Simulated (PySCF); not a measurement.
# C5H13BO: the cost of one run

The runs use PySCF 2.14.0, with density-fitted response routines of our own; the level of theory stands in each step. All values are computed, except where a source is named. Atoms count from 0, in the outputs and in this text.

**1. The starting structure**

20 atoms, charge 0, multiplicity 1; geometry from: GFN2-xTB.

Bonds of the start (Å): C0–C1 1.52, C1–C2 1.53, C2–C3 1.54, C2–B4 1.61, B4–O5 1.33, O5–C6 1.41, C0–H7 1.09, C0–H8 1.09, C0–H9 1.09, C1–H10 1.09, C1–H11 1.09, C2–H12 1.10, C3–H13 1.09, C3–H14 1.09, C3–H15 1.09, B4–H16 1.18, C6–H17 1.09, C6–H18 1.09, C6–H19 1.09.

**2. Ultraviolet spectrum: B3LYP/def2-SVPD**

What the job is given:

```
{"job": {"kind": "uv", "xc": "B3LYP", "basis": "def2-SVPD", "nstates": 8, "ntriplets": 3}, "charge": 0, "multiplicity": 1}
C     -2.135968     1.115657     0.469265
C     -1.710572    -0.254913    -0.043283
C     -0.200896    -0.324437    -0.306786
C      0.154086    -1.687667    -0.921828
B      0.670871    -0.117868     1.029226
O      1.883260     0.413519     1.097029
C      2.653695     0.927031     0.039787
H     -1.902290     1.887557    -0.261514
H     -1.611896     1.350676     1.392815
H     -3.206534     1.139355     0.661188
H     -1.980594    -1.015099     0.692279
H     -2.253648    -0.477980    -0.966611
H      0.025136     0.441182    -1.059818
H      1.214523    -1.744130    -1.159519
H     -0.413020    -1.858352    -1.835956
H     -0.078467    -2.487179    -0.221914
H      0.271156    -0.492453     2.069575
H      2.910074     1.963677     0.271223
H      2.130581     0.887935    -0.917420
H      3.575356     0.344167    -0.030773
```

With the program's defaults for keys left out, this is: TDDFT B3LYP/def2-SVPD, vertical, gas phase, core orbitals frozen in the response.

Command:

```console
> OMP_NUM_THREADS=1 python probes_run.py task.json out
```

One launch serves the whole session: the jobs run in the order shown.

Q: Estimate the wall time and peak memory of this job on 1 thread of Arm Neoverse N1, shared host.

About 97 s, with a peak of 1 GiB.
